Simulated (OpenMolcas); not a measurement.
# Mo²⁺ among point charges: CASSCF and CASPT2 levels and susceptibility

Aim: the splitting of the states of Mo²⁺ in the field of 6 point charges, its lowest levels with spin-orbit coupling and its magnetic susceptibility.

Program: OpenMolcas 26.06. Level of theory: state-averaged CASSCF and CASPT2, spin-orbit coupling by RASSI with atomic mean-field integrals. These are calculated values, not measurements, unless marked.

## 1. The system

| Property | Result |
| --- | --- |
| Species | Mo²⁺ (molybdenum, Z = 42, 40 electrons) |
| Basis | ANO-RCC-VDZP [6s5p3d1f], 43 functions |
| Scalar Hamiltonian | DKH2, point nucleus |
| Inactive shells | 1s 2s 2p 3s 3p 3d 4s 4p |
| Active space | 4 electrons in 5 orbitals (4d) |
| Some configurations of this space | 4d4 |
| Orbitals | optimised for each spin and parity, averaged over all roots |

The outer shells:

4d4
```
4d [↑ ][↑ ][↑ ][↑ ][  ]
```

The ion sits among 6 point charges of -1.7 e arranged as an octahedron (Oh), 2.15 Å from the ion.

The work runs as a chain of OpenMolcas steps in one folder; each step below is one input file. Labels, J, g values, rates, χT and fits are worked out afterwards by a script from the matrices that RASSI stores. The input lists half of the charges; inversion (Group=XYZ) makes the rest.

## 2. One- and two-electron integrals

File a.inp:

```
&GATEWAY
Coord
1

Mo 0.0 0.0 0.0
Basis=ANO-RCC-VDZP
Group=XYZ
NoMove
AngMom=0.0 0.0 0.0
AMFI
XField
3 Angstrom 0
2.150000 0.000000 0.000000 -1.700000
0.000000 2.150000 0.000000 -1.700000
0.000000 0.000000 2.150000 -1.700000
&SEWARD
```

On the command line:

```bash
OMP_NUM_THREADS=1 MOLCAS_MEM=1689 MOLCAS_PROJECT=a pymolcas a.inp > a.log
```

Log:

```text
Basis set label: MO.ANO-RCC...6S5P3D1F.

      Electronic valence basis set:
      ------------------
      Associated Effective Charge  42.000000 au
      Associated Actual Charge     42.000000 au
      Nuclear Model: Point charge

      Shell  nPrim  nBasis  Cartesian Spherical Contaminant
         s      21       6        X
         p      18       5        X
         d      13       3                 X
         f       6       1                 X
                  Relativistic Douglas-Kroll-Hess integrals:
                    - DKH order of Hamiltonian: 2
                    - DKH order of Properties : 0
                  Atomic mean-field integrals
```

## 3. CASSCF: quintets of even parity, 5 roots

File a.inp:

```
&RASSCF
FileOrb=start.orb
Symmetry=1
Spin=5
nActEl=4 0 0
Inactive=9 9
Ras2=5 0
CIRoot=5 5 1
SDav=5
CIMx=300
Iter=120 100
PrWF=0.3
OrbListing=Nothing
MaxOrb=0
>>> COPY $Project.JobIph JOB001
```

start.orb holds the contracted functions of the basis, ordered by shell, or the orbitals of the step before.

Log (excerpt; [...] marks lines left out):

```text
[...]
      Number of active orbitals                  5
[...]
      Spin quantum number                      2.0
[...]
      Active orbitals                            5   0
[...]
      Number of CSFs                             5
      Number of root(s) required                 5
[...]
      Convergence after 10 iterations
[...]
      Natural orbitals and occupation numbers for root  1
      sym 1:   1.000000   1.000000   1.000000   1.000000   0.000000
      Natural orbitals and occupation numbers for root  2
      sym 1:   1.000000   1.000000   0.000000   1.000000   1.000000
      Natural orbitals and occupation numbers for root  3
      sym 1:   0.000000   1.000000   1.000000   1.000000   1.000000
::    RASSCF root number  1 Total energy:  -4049.98631734
::    RASSCF root number  2 Total energy:  -4049.98631734
::    RASSCF root number  3 Total energy:  -4049.93152129
::    RASSCF root number  4 Total energy:  -4049.93152129
::    RASSCF root number  5 Total energy:  -4049.93152129
```

## 4. CASSCF: triplets of even parity, 45 roots

File a.inp:

```
&RASSCF
FileOrb=start.orb
Symmetry=1
Spin=3
nActEl=4 0 0
Inactive=9 9
Ras2=5 0
CIRoot=45 45 1
SDav=45
CIMx=300
Iter=120 100
PrWF=0.3
OrbListing=Nothing
MaxOrb=0
>>> COPY $Project.JobIph JOB002
```

Log (excerpt; [...] marks lines left out):

```text
[...]
      Number of active orbitals                  5
[...]
      Spin quantum number                      1.0
[...]
      Active orbitals                            5   0
[...]
      Number of CSFs                            45
      Number of root(s) required                45
[...]
      Convergence after  7 iterations
[...]
      Natural orbitals and occupation numbers for root  1
      sym 1:   1.000130   0.999853   0.017723   1.937836   0.044458
      Natural orbitals and occupation numbers for root  2
      sym 1:   1.000109   1.937937   0.017702   0.999866   0.044386
      Natural orbitals and occupation numbers for root  3
      sym 1:   1.937793   0.999896   0.044488   1.000090   0.017732
::    RASSCF root number  1 Total energy:  -4049.96436704
::    RASSCF root number  2 Total energy:  -4049.96436704
::    RASSCF root number  3 Total energy:  -4049.96436704
[...]
::    RASSCF root number 27 Total energy:  -4049.84904695
::    RASSCF root number 28 Total energy:  -4049.84500545
::    RASSCF root number 29 Total energy:  -4049.84500545
::    RASSCF root number 30 Total energy:  -4049.83561926
```

## 5. CASSCF: singlets of even parity, 50 roots

File a.inp:

```
&RASSCF
FileOrb=start.orb
Symmetry=1
Spin=1
nActEl=4 0 0
Inactive=9 9
Ras2=5 0
CIRoot=50 50 1
SDav=50
CIMx=300
Iter=120 100
PrWF=0.3
OrbListing=Nothing
MaxOrb=0
>>> COPY $Project.JobIph JOB003
```

On the command line:

```bash
OMP_NUM_THREADS=1 MOLCAS_MEM=1689 MOLCAS_PROJECT=a pymolcas a.inp > a.log
```

Log (excerpt; [...] marks lines left out):

```text
[...]
      Number of active orbitals                  5
[...]
      Spin quantum number                      0.0
[...]
      Active orbitals                            5   0
[...]
      Number of CSFs                            50
      Number of root(s) required                50
[...]
      Convergence after  7 iterations
[...]
      Natural orbitals and occupation numbers for root  1
      sym 1:   0.084522   0.998737   0.031983   0.998756   1.886001
      Natural orbitals and occupation numbers for root  2
      sym 1:   0.031983   1.886001   0.084522   0.998778   0.998716
      Natural orbitals and occupation numbers for root  3
      sym 1:   0.031987   0.998745   0.084527   1.885993   0.998748
::    RASSCF root number  1 Total energy:  -4049.92961570
::    RASSCF root number  2 Total energy:  -4049.92961568
::    RASSCF root number  3 Total energy:  -4049.92961566
[...]
::    RASSCF root number 27 Total energy:  -4049.81915505
::    RASSCF root number 28 Total energy:  -4049.81272300
::    RASSCF root number 29 Total energy:  -4049.79118883
::    RASSCF root number 30 Total energy:  -4049.79118883
```

## 6. RASSI: spin-orbit coupling between the states

File a.inp:

```
&RASSI
NrOfJobIphs=3 5 45 50
1 2 3 4 5
1 2 3 4 5 6 7 8 9 10 11 12 13 14 15 16 17 18 19 20 21 22 23 24 25 26 27
28 29 30 31 32 33 34 35 36 37 38 39 40 41 42 43 44 45
1 2 3 4 5 6 7 8 9 10 11 12 13 14 15 16 17 18 19 20 21 22 23 24 25 26 27
28 29 30 31 32 33 34 35 36 37 38 39 40 41 42 43 44 45 46 47 48 49 50
IphNames
JOB001
JOB002
JOB003
EJob
SpinOrbit
DIPRint=1.0
SOCoupling=1000.0
Subsets=2
Property=9
'ANGMOM' 1 'ANGMOM' 2 'ANGMOM' 3 'MLTPL  1' 1 'MLTPL  1' 2 'MLTPL  1' 3
'AMFI' 1 'AMFI' 2 'AMFI' 3
SOProperty=3
'ANGMOM' 1 'ANGMOM' 2 'ANGMOM' 3
```

Log (excerpt; [...] marks lines left out):

```text
SPIN-FREE ENERGIES:
  (Shifted by EMIN (a.u.) =      -4049.9863173405)
 SF State       Relative EMIN(au)   Rel lowest level(eV)    D:o, cm**(-1)      L_eff
     1             0.0000000000        0.0000000000              0.0000         2.0
     2             0.0000000000        0.0000000000              0.0000         2.0
     6             0.0219503014        0.5972981296           4817.5343         3.9
     7             0.0219503014        0.5972981296           4817.5343         3.9
     8             0.0219503014        0.5972981296           4817.5343         3.9
     3             0.0547960463        1.4910763801          12026.3421         2.0
     4             0.0547960463        1.4910763801          12026.3421         2.0
     5             0.0547960463        1.4910763801          12026.3421         2.0
    51             0.0567016400        1.5429302264          12444.5715         4.7
    52             0.0567016556        1.5429306504          12444.5750         4.7
[...]
Eigenvalues of complex Hamiltonian:
   -----------------------------------
  (Shifted by EMIN (a.u.) =      -4049.9863173405)
 SO State       Relative EMIN(au)   Rel lowest level(eV)    D:o, cm**(-1)     J-value
     1            -0.0015543263        0.0000000000              0.0000         2.2
     2            -0.0011228493        0.0117410856             94.6982         2.5
     3            -0.0011228493        0.0117410856             94.6982         2.5
     4            -0.0011228493        0.0117410856             94.6982         1.6
     5            -0.0007252623        0.0225599780            181.9585         2.3
     6            -0.0007252623        0.0225599781            181.9585         2.3
     7            -0.0004620141        0.0297233268            239.7348         2.3
     8            -0.0004620141        0.0297233268            239.7348         2.3
     9            -0.0004620141        0.0297233268            239.7348         2.3
    10            -0.0001919764        0.0370714288            299.0012         2.4
    11             0.0197248777        0.5790366387           4670.2455         3.4
[...]
```

These steps: 20 s of run time, 1 thread of Arm Neoverse V2, shared host.

States without spin-orbit coupling:

| state | degeneracy | E (cm-1) | free-ion L (%) |
| --- | --- | --- | --- |
| 5E | 2 | 0 | D (100) |
| 3T1 | 3 | 4818 | H (42) |
| 5T2 | 3 | 12026 | D (100) |
| 1T2 | 3 | 12445 | G (52) |
| 1E | 2 | 13420 | I (65) |
| 3E | 2 | 14954 | H (88) |
| 3T1 | 3 | 15134 | H (45) |
| 3T2 | 3 | 15806 | F (55) |
| 3A1 | 1 | 17422 | G (100) |
| 3A2 | 1 | 17649 | F (100) |
| 1A1 | 1 | 18544 | G (41) |
| 3E | 2 | 20614 | G (53) |
| 1T2 | 3 | 22315 | I (62) |
| 1A2 | 1 | 22334 | I (93) |
| 1T1 | 3 | 23943 | G (45) |
| 3T1 | 3 | 24493 | H (42) |
| 1E | 2 | 26402 | D (54) |
| 3T2 | 3 | 26446 | G (30) |
| 3T1 | 3 | 28325 | F (42) |
| 3T2 | 3 | 30127 | D (36) |
| 3E | 2 | 31014 | D (53) |
| 3T2 | 3 | 33074 | G (50) |
| 1T2 | 3 | 34215 | I (87) |
| 1A1 | 1 | 35009 | S (39) |

With spin-orbit coupling:

| E (cm-1) | Degeneracy | Label | 2S+1 |
| --- | --- | --- | --- |
| 0.0 | 1 | A1 | 5 |
| 94.7 | 3 | T1 | 5 |
| 182.0 | 2 | E | 5 |
| 239.7 | 3 | T2 | 5 |
| 299.0 | 1 | A2 | 5 |
| 4670 | 1 | A1 | 3 |
| 4968 | 3 | T1 | 3 |
| 5325 | 3 | T2 | 3 |
| 5392 | 2 | E | 3 |
| 11824 | 1 | A1 | 5 |
| 11881 | 3 | T1 | 5 |
| 11901 | 3 | T2 | 5 |
| 12246 | 2 | E | 5 |
| 12303 | 3 | T1 | 5 |
| 12318 | 3 | T2 | 1 |
| 12742 | 3 | T2 | 5 |
| 13467 | 2 | E | 1 |
| 14995 | 1 | A1 | 3 |
| 15197 | 3 | T1 | 3 |
| 15266 | 3 | T1 | 3 |
| 15301 | 3 | T2 | 3 |
| 15838 | 2 | E | 3 |
| 15938 | 3 | T2 | 3 |
| 16130 | 3 | T1 | 3 |

The table of states holds 24 of 43 computed; the rest, higher up, is left out.

Powder χT (cm³ K/mol): 0.08 at 2 K, 0.19 at 5 K, 0.38 at 10 K, 0.77 at 20 K, 1.70 at 50 K, 2.33 at 100 K, 2.55 at 150 K, 2.65 at 200 K, 2.70 at 250 K, 2.73 at 300 K.

## 7. CASPT2: IPEA 0.25, imaginary shift 0.1 (closed shells correlated: 4s 4p)

File a.inp:

```
>>> COPY JOB001 $Project.JobIph
&CASPT2
Multistate=5 1 2 3 4 5
NoMult
Frozen=8 6
IPEA=0.25
Imaginary=0.1
MaxIter=60
WThr=0.0 0.3 0.05
PrWF=0.5
NoMix
>>> COPY JOB002 $Project.JobIph
&CASPT2
Multistate=45 1 2 3 4 5 6 7 8 9 10 11 12 13 14 15 16 17 18 19 20 21 22
23 24 25 26 27 28 29 30 31 32 33 34 35 36 37 38 39 40 41 42 43 44 45
NoMult
Frozen=8 6
IPEA=0.25
Imaginary=0.1
MaxIter=60
WThr=0.0 0.3 0.05
PrWF=0.5
NoMix
>>> COPY JOB003 $Project.JobIph
&CASPT2
Multistate=50 1 2 3 4 5 6 7 8 9 10 11 12 13 14 15 16 17 18 19 20 21 22
23 24 25 26 27 28 29 30 31 32 33 34 35 36 37 38 39 40 41 42 43 44 45 46
47 48 49 50
NoMult
Frozen=8 6
IPEA=0.25
Imaginary=0.1
MaxIter=60
WThr=0.0 0.3 0.05
PrWF=0.5
NoMix
```

Log (excerpt; [...] marks lines left out):

```text
[...]
      Active orbitals                            5   0
[...]
      E2 (Variational):          -0.2408748571
      Total energy:           -4050.2271921976
[...]
::    CASPT2 Root  1     Total energy:  -4050.22719220
::    CASPT2 Root  2     Total energy:  -4050.22715127
[...]
::    CASPT2 Root 27     Total energy:  -4050.08248806
::    CASPT2 Root 28     Total energy:  -4050.07300869
::    CASPT2 Root 29     Total energy:  -4050.04989210
::    CASPT2 Root 30     Total energy:  -4050.05027870
```

This run took 5.6 s in all on 1 thread of Arm Neoverse V2, shared host.

SS-CASPT2: lowest energy less the reference's lowest, -0.2409 hartree; reference weights 0.913 to 0.944.

States without spin-orbit coupling:

| state | degeneracy | E (cm-1) | free-ion L (%) |
| --- | --- | --- | --- |
| 5E | 2 | 0 | D (100) |
| 3T1 | 3 | 3272 | H (42) |
| 1T2 | 3 | 9912 | G (52) |
| 1E | 2 | 10908 | I (65) |
| 5T2 | 3 | 12640 | D (100) |
| 3T1 | 3 | 12852 | H (45) |
| 3T2 | 3 | 13508 | F (55) |
| 3E | 2 | 13713 | H (88) |
| 1A1 | 1 | 14717 | G (41) |
| 3A2 | 1 | 15233 | F (100) |
| 3A1 | 1 | 15241 | G (100) |
| 3E | 2 | 17859 | G (53) |
| 1T2 | 3 | 19985 | I (62) |
| 1A2 | 1 | 20462 | I (93) |
| 1T1 | 3 | 21085 | G (45) |
| 1E | 2 | 21760 | D (54) |
| 3T1 | 3 | 22541 | H (42) |
| 3T2 | 3 | 24206 | G (30) |
| 3T2 | 3 | 27259 | D (36) |
| 3T1 | 3 | 27664 | F (42) |
| 3E | 2 | 28673 | D (53) |
| 3T2 | 3 | 31139 | G (50) |
| 1A1 | 1 | 31413 | S (39) |
| 1T1 | 3 | 31513 | F (46) |

With spin-orbit coupling:

```json
{"E (cm-1)": "0", "Degeneracy": "1", "Label": "A1", "2S+1": "5"}
{"E (cm-1)": "140", "Degeneracy": "3", "Label": "T1", "2S+1": "5"}
{"E (cm-1)": "260", "Degeneracy": "2", "Label": "E", "2S+1": "5"}
{"E (cm-1)": "330", "Degeneracy": "3", "Label": "T2", "2S+1": "5"}
{"E (cm-1)": "410", "Degeneracy": "1", "Label": "A2", "2S+1": "5"}
{"E (cm-1)": "3320", "Degeneracy": "1", "Label": "A1", "2S+1": "3"}
{"E (cm-1)": "3600", "Degeneracy": "3", "Label": "T1", "2S+1": "3"}
{"E (cm-1)": "3890", "Degeneracy": "3", "Label": "T2", "2S+1": "3"}
{"E (cm-1)": "3980", "Degeneracy": "2", "Label": "E", "2S+1": "3"}
{"E (cm-1)": "10030", "Degeneracy": "3", "Label": "T2", "2S+1": "1"}
{"E (cm-1)": "10960", "Degeneracy": "2", "Label": "E", "2S+1": "1"}
{"E (cm-1)": "11850", "Degeneracy": "1", "Label": "A1", "2S+1": "3"}
{"E (cm-1)": "12140", "Degeneracy": "3", "Label": "T1", "2S+1": "5"}
{"E (cm-1)": "12500", "Degeneracy": "3", "Label": "T2", "2S+1": "5"}
{"E (cm-1)": "12620", "Degeneracy": "3", "Label": "T1", "2S+1": "5"}
{"E (cm-1)": "12710", "Degeneracy": "2", "Label": "E", "2S+1": "5"}
{"E (cm-1)": "13050", "Degeneracy": "3", "Label": "T2", "2S+1": "5"}
{"E (cm-1)": "13480", "Degeneracy": "1", "Label": "A1", "2S+1": "5"}
{"E (cm-1)": "13530", "Degeneracy": "3", "Label": "T1", "2S+1": "3"}
{"E (cm-1)": "13700", "Degeneracy": "2", "Label": "E", "2S+1": "3"}
{"E (cm-1)": "13900", "Degeneracy": "3", "Label": "T2", "2S+1": "3"}
{"E (cm-1)": "14070", "Degeneracy": "3", "Label": "T1", "2S+1": "3"}
{"E (cm-1)": "14120", "Degeneracy": "3", "Label": "T2", "2S+1": "3"}
{"E (cm-1)": "14310", "Degeneracy": "1", "Label": "A2", "2S+1": "3"}
```

Powder χT (cm³ K/mol): 0.05 at 2 K, 0.13 at 5 K, 0.26 at 10 K, 0.53 at 20 K, 1.27 at 50 K, 2.03 at 100 K, 2.35 at 150 K, 2.51 at 200 K, 2.59 at 250 K, 2.64 at 300 K.

A ligand-field fit to the states below 45000 cm-1 gives 10Dq = 12877 cm-1, B = 580 cm-1 and C = 2576 cm-1 (C/B = 4.44), with a deviation of 613 cm-1.

## 8. The methods side by side

A. CASSCF
B. SS-CASPT2, IPEA 0.25, imaginary shift 0.1 (closed shells correlated: 4s 4p)

| method | ground state | first state of that spin (cm-1) | first gap with spin-orbit (cm-1) | χT at 300 K |
| --- | --- | --- | --- | --- |
| A | 5E | 5T2 12030 | 94.7 | 2.73 |
| B | 5E | 5T2 12640 | 136.8 | 2.64 |

## 9. What came out

| quantity | value |
| --- | --- |
| method | SS-CASPT2, IPEA 0.25, imaginary shift 0.1 (closed shells correlated: 4s 4p) |
| spin-free ground state | 5E, 2-fold in its orbital part |
| first state of the same spin within the active space | 5T2 at 12600 cm⁻¹ |
| lowest level | 1-fold A1 |
| next level | 136.8 cm⁻¹ |
| χT at 300 K | 2.64 cm³ K/mol |
| effective moment at 300 K | 4.60 μB |

Cost by method:

| method | time of its own steps | time with the reference |
| --- | --- | --- |
| A. CASSCF | 20 s | 20 s |
| B. SS-CASPT2, IPEA 0.25, imaginary shift 0.1, +4s 4p | 5.6 s | 26 s |

Times are of one thread on a shared host.

In words: The spin-free ground state (5E) comes to 100 % from free-ion D terms and keeps the highest spin of the shell. χT at 300 K is 2.64, against 3.01 cm³ K/mol for the spin alone, so spin-orbit coupling lowers it. An active space of the d shell alone favours high spin; real ions in strong fields can be low spin. A ligand-field fit to the states below 45000 cm-1 gives 10Dq = 12877 cm-1, B = 580 cm-1 and C = 2576 cm-1 (C/B = 4.44), with a deviation of 613 cm-1. CASPT2 does not keep the components of a term degenerate, and the means are used. An orbital doublet at a regular site is open to a Jahn-Teller distortion, which this geometry leaves out. The field of point charges can differ much from that of real complexes. With metal d orbitals alone active, the gaps between spin states are rough; where two lie within a few thousand cm-1, their order is open. Point charges carry no covalency, so the field is a model and not that of real ligands.
